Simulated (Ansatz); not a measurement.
**GeBr2H2 (GeH2Br2): the relaxed shape and its frontier levels**

What does GeBr2H2 (GeH2Br2) look like as a singlet, and where do its frontier electrons sit?

Computed with Ansatz 0.2.0, Gaussian basis. Level: RKS PBE0-D4/def2-TZVP.

The runs, in order: relaxation at B3LYP-D4/def2-SVP; a search for the lowest solution at PBE0-D4/def2-SVP; a single point at PBE0-D4/def2-TZVP.

## 1. Starting geometry

5 atoms, charge 0, spin multiplicity 1.

Atoms are counted from 1 here; the program's logs count them from 0.

Bond lengths: Ge1–Br2 2.279 Å, Ge1–Br3 2.279 Å, Ge1–H4 1.513 Å, Ge1–H5 1.513 Å. Angles: Br2–Ge1–Br3 109.8°, Br2–Ge1–H4 108.4°, Br2–Ge1–H5 108.4°, Br3–Ge1–H4 108.4°, Br3–Ge1–H5 108.4°, H4–Ge1–H5 113.2°.

The start is a GFN2-xTB geometry.

## 2. Optimising with B3LYP-D4/def2-SVP

Input file in.yaml:

```yaml
crystal:
  periodic: [false, false, false]
  atoms:
    - {symbol: Ge, position_ang: [-0.156430, 0.000760, -0.109510]}
    - {symbol: Br, position_ang: [-0.153510, -0.021720, 2.169400]}
    - {symbol: Br, position_ang: [1.986340, 0.014510, -0.885280]}
    - {symbol: H, position_ang: [-0.842210, 1.266740, -0.575020]}
    - {symbol: H, position_ang: [-0.834190, -1.260300, -0.599590]}
basis:
  gaussian: {orbitals: def2-SVP}
hamiltonian: {xc: {name: B3LYP}, dispersion: d4}
scf: {omitted_lower_state_checks: [starts]}
output: {orbitals: {seedname: orbitals}}
relax: {f_tol: 0.02, max_steps: 100}
```

The run is started by

```sh
ansatz run in.yaml --threads 4 --pin off --events-out ev --progress --plain --max-ram 3916MiB
```

What it wrote, cut to the lines that bear on the results:

```text
Functional definition: B3LYP
  name "B3LYP"
  cite "Stephens, Devlin, Chabalowski & Frisch, J. Phys. Chem. 98, 11623 (1994) doi:10.1021/j100096a001"
  cite "Becke, Phys. Rev. A 38, 3098 (1988) doi:10.1103/PhysRevA.38.3098"
  cite "Lee, Yang & Parr, Phys. Rev. B 37, 785 (1988) doi:10.1103/PhysRevB.37.785"
  cite "Vosko, Wilk & Nusair, Can. J. Phys. 58, 1200 (1980) doi:10.1139/p80-159"
[...]
1103 factors; integrals over basis functions are off by at most 2.6e-4 eV
[...]
mean field -196624.23785845 eV, -7225.8074646027 hartree, gradient 3.2e-5 eV, S^2 0.000000; 0 other end points of the search recorded, 0 dependent functions left out
[...]
reference -196624.23810495 eV, -7225.8074736615 hartree; 52, 52 occupied and 54, 54 virtual orbitals, 1103 factors
relax step   1: F+E_penalty+E_count = -196624.46633811 eV  Δ(F+E_penalty+E_count) = +0.000e0 eV  max|allowed force component| = 6.218e-1 eV/Å  Δτ_max = 0.0000 Å  (21 SCF iters, accepted)
[...]
relax step   2: F+E_penalty+E_count = -196624.50029394 eV  Δ(F+E_penalty+E_count) = -3.396e-2 eV  max|allowed force component| = 5.268e-2 eV/Å  Δτ_max = 0.0394 Å  (23 SCF iters, accepted)
[...]
relax step   3: F+E_penalty+E_count = -196624.50060890 eV  Δ(F+E_penalty+E_count) = -3.150e-4 eV  max|allowed force component| = 1.357e-2 eV/Å  Δτ_max = 0.0078 Å  (25 SCF iters, accepted)
[...]
1103 factors; integrals over basis functions are off by at most 2.8e-4 eV
mean field -196624.27527549 eV, -7225.8088396536 hartree, gradient 3.5e-5 eV, S^2 0.000000; 0 other end points of the search recorded, 0 dependent functions left out
[...]
reference -196624.27552358 eV, -7225.8088487709 hartree; 52, 52 occupied and 54, 54 virtual orbitals, 1103 factors
Total energy: -196624.50085700 eV, -7225.8171296211 hartree
Atom 0 at    -0.168233     0.000660    -0.117767 Å, force     0.013571    -0.000256     0.009084 eV/Å
Atom 1 at    -0.158799    -0.021979     2.202305 Å, force    -0.003662     0.000023     0.001424 eV/Å
Atom 2 at     2.015520     0.014892    -0.901498 Å, force     0.000827     0.000143    -0.003907 eV/Å
Atom 3 at    -0.848212     1.297096    -0.578897 Å, force    -0.005285    -0.004068    -0.003339 eV/Å
Atom 4 at    -0.840276    -1.290678    -0.604144 Å, force    -0.005452     0.004158    -0.003262 eV/Å
Dipole moment:    -0.293625     0.001136    -0.205587 e Å
Checks for a lower state left out: starts
```

Run time: 19 s. Hardware: 4 threads of Intel Xeon at 2.50GHz, shared host.

Relaxation path:

```csv
step,energy from step 1 (eV),largest force component (eV/Å)
1,0.0000,0.6218
2,-0.0340,0.0527
3,-0.0343,0.0136
```

Distances of close pairs at the start and the end, largest changes first:

```csv
bond,before (Å),after (Å),change (Å)
Ge1–Br3,2.279,2.320,+0.041
Ge1–Br2,2.279,2.320,+0.041
Ge1–H4,1.513,1.535,+0.022
Ge1–H5,1.513,1.535,+0.022
```

Bonds by kind at the end (by distance):

```csv
bond,count,shortest (Å),longest (Å)
Br–Ge,2,2.320,2.320
Ge–H,2,1.535,1.535
```

## 3. Searching for the lowest solution, PBE0-D4/def2-SVP

start.molden holds the orbitals of an earlier run on this state, given as this run's starting guess.

Input file in.yaml:

```yaml
crystal:
  periodic: [false, false, false]
  atoms:
    - {symbol: Ge, position_ang: [-0.168233, 0.000660, -0.117767]}
    - {symbol: Br, position_ang: [-0.158799, -0.021979, 2.202305]}
    - {symbol: Br, position_ang: [2.015520, 0.014892, -0.901498]}
    - {symbol: H, position_ang: [-0.848212, 1.297096, -0.578897]}
    - {symbol: H, position_ang: [-0.840276, -1.290678, -0.604144]}
basis:
  gaussian: {orbitals: def2-SVP, initial_orbitals: start.molden}
hamiltonian: {xc: pbe0, dispersion: d4}
output: {orbitals: {seedname: orbitals}}
```

Launched as before.

What it wrote:

```text
Functional definition: PBE0
  name "PBE0"
  cite "Adamo & Barone, J. Chem. Phys. 110, 6158 (1999) doi:10.1063/1.478522"
  cite "Perdew, Burke & Ernzerhof, Phys. Rev. Lett. 77, 3865 (1996) doi:10.1103/PhysRevLett.77.3865"
  parent pbe
  parameter a = 0.25
  parameter kappa = 0.804
  parameter beta = 0.06672455060314922
  exchange = (1 - a)*pbe_x(kappa = kappa, mu = beta*pi^2/3) + a*exact_x
  correlation = pbe_c(beta = beta)
1024 factors; integrals over basis functions are off by at most 1.2e-3 eV
mean field evaluation 1: about -196598.2272 eV, gradient 4.2e0 eV
mean field evaluation 2: about -196598.2502 eV, gradient 2.2e-2 eV
mean field evaluation 4: about -196598.2691 eV, gradient 8.6e-5 eV
mean field evaluation 8: about -196597.7884 eV, gradient 1.7e1 eV
mean field evaluation 16: about -196598.2691 eV, gradient 2.8e-3 eV
mean field -196598.26905779 eV, -7224.8531287807 hartree, gradient 6.5e-6 eV, S^2 0.000000; 1 other end points of the search recorded, 0 dependent functions left out
reference -196598.26908164 eV, -7224.8531296571 hartree; 52, 52 occupied and 54, 54 virtual orbitals, 1024 factors
Total energy: -196598.38562299 eV, -7224.8574124728 hartree
```

Wall time 6 s (4 threads of Intel Xeon at 2.50GHz, shared host).

HOMO -8.39 eV, LUMO -1.25 eV.

## 4. Single point, PBE0-D4/def2-TZVP

Edit in.yaml of step 3 so:

```diff
@@ -9,4 +9,5 @@
 basis:
-  gaussian: {orbitals: def2-SVP, initial_orbitals: start.molden}
+  gaussian: {orbitals: def2-TZVP, initial_orbitals: start.molden}
 hamiltonian: {xc: pbe0, dispersion: d4}
+scf: {omitted_lower_state_checks: [starts]}
 output: {orbitals: {seedname: orbitals}}
```

The command is unchanged.

What it wrote:

```text
Functional definition: PBE0
  name "PBE0"
  cite "Adamo & Barone, J. Chem. Phys. 110, 6158 (1999) doi:10.1063/1.478522"
  cite "Perdew, Burke & Ernzerhof, Phys. Rev. Lett. 77, 3865 (1996) doi:10.1103/PhysRevLett.77.3865"
  parent pbe
  parameter a = 0.25
  parameter kappa = 0.804
  parameter beta = 0.06672455060314922
  exchange = (1 - a)*pbe_x(kappa = kappa, mu = beta*pi^2/3) + a*exact_x
  correlation = pbe_c(beta = beta)
these checks for a lower state are left out or cut short: starts
1315 factors; their error is unknown
mean field evaluation 1: about -196620.1571 eV, gradient 2.0e2 eV
mean field evaluation 2: about -196621.2861 eV, gradient 3.0e0 eV
mean field evaluation 4: about -196622.4533 eV, gradient 5.5e-1 eV
mean field evaluation 8: about -196622.4535 eV, gradient 9.9e-6 eV
mean field -196622.45353805 eV, -7225.7418920375 hartree, gradient 9.9e-6 eV, S^2 0.000000; 0 other end points of the search recorded, 0 dependent functions left out
reference -196622.45356558 eV, -7225.7418930492 hartree; 52, 52 occupied and 104, 104 virtual orbitals, 1315 factors
Total energy: -196622.57010693 eV, -7225.7461758649 hartree
Checks for a lower state left out: starts
```

Wall time 6 s (4 threads of Intel Xeon at 2.50GHz, shared host).

HOMO -8.52 eV, LUMO -1.47 eV.

Mulliken charges, from this run's orbitals:

```csv
atom,value (e)
Ge1,0.43
Br2,-0.28
Br3,-0.28
H4,0.07
H5,0.07
```

Largest Mayer bond orders: Ge1–Br2 1.02; Ge1–Br3 1.02; Ge1–H4 0.90; Ge1–H5 0.90.

The fields below are evaluated on a grid from the run's orbitals.

Frontier orbitals at PBE0-D4/def2-TZVP, with the share of their density that lies nearest to each atom:

```csv
orbital,energy (eV),lies on
HOMO,-8.52,"Br2, Br3 about 49 % each"
LUMO,-1.47,"Ge1 32 %; Br2, Br3 about 23 % each; H4, H5 about 11 % each"
```

ELF in a plane through or near 3 of the atoms.

Ten even steps from '0' (0.00) to '9' (0.86):
```
0000000000000000000000000000
0000000000000000000000000000
0000000000000000000000000000
0000000000000000000000000000
0000000000000000000000000000
0000000000011221000000000000
0000000000123443210000000000
0000012100122122210112100000
0001244432212552122344421000
0013678876415665146788763100
0036899888832562388889986300
0047995433784224883426997400
0036893785686336864783986300
0025782775685225874772875200
0013677646984114896558753100
0002468999974003799998642000
0000136888751001578886310000
0000013455320000235543100000
0000001122100000012211000000
0000000000000000000000000000
```
The map spans 9.0 Å across and 7.5 Å up, centred on the molecule. Atoms in the plane (x, y in Å): Ge1 (0.0, 0.2), Br2 (1.9, -1.1), Br3 (-1.9, -1.1).

log10 of the density (e/Å³) in the same plane.

Ten even steps from '0' (-4.0) to '9' (2.0):
```
0000000000000000000000000000
0000000000000110000000000000
0000000000111111110000000000
0000000001222222221000000000
0000000112233333322110000000
0000011122334444332211100000
0001122233445555443322211000
0012233334456666544333322100
0122334444556887554444332210
1123445555568998655555443211
1234456666667887666666544321
1234567887666666667877654321
1234567999665555668997654321
1234567998665555668997654321
1234456776655445566766554321
1133455666554444556665543321
0122344555443333445554433210
0012233343332222333433322100
0011222333222212223332221100
0111111122111111112211110000
```
The map spans 9.0 Å across and 7.5 Å up, centred on the molecule. Atoms in the plane (x, y in Å): Ge1 (0.0, 0.2), Br2 (1.9, -1.1), Br3 (-1.9, -1.1).

On the surface of density 0.002 e/bohr³ the electrostatic potential runs, from the 1st to the 99th percentile, from -0.39 V near Br3 to 1.69 V near H5.

## 5. What came out

| quantity | value |
| --- | --- |
| point group | C2v |
| commonest bond, hydrogen aside | Br–Ge, 2 of mean length 2.320 Å |
| HOMO, LUMO at PBE0-D4/def2-TZVP | -8.52, -1.47 eV |
| dipole at B3LYP-D4/def2-SVP | 1.72 D |

**Reading.** The molecule keeps its bonding pattern by the stored test; the atoms moved 0.03 Å (rms). No usable vibrations, so a minimum isn't proven. The HOMO lies nearest to Br2, Br3 about 49 % each and the LUMO to Ge1 32 %; Br2, Br3 about 23 % each.
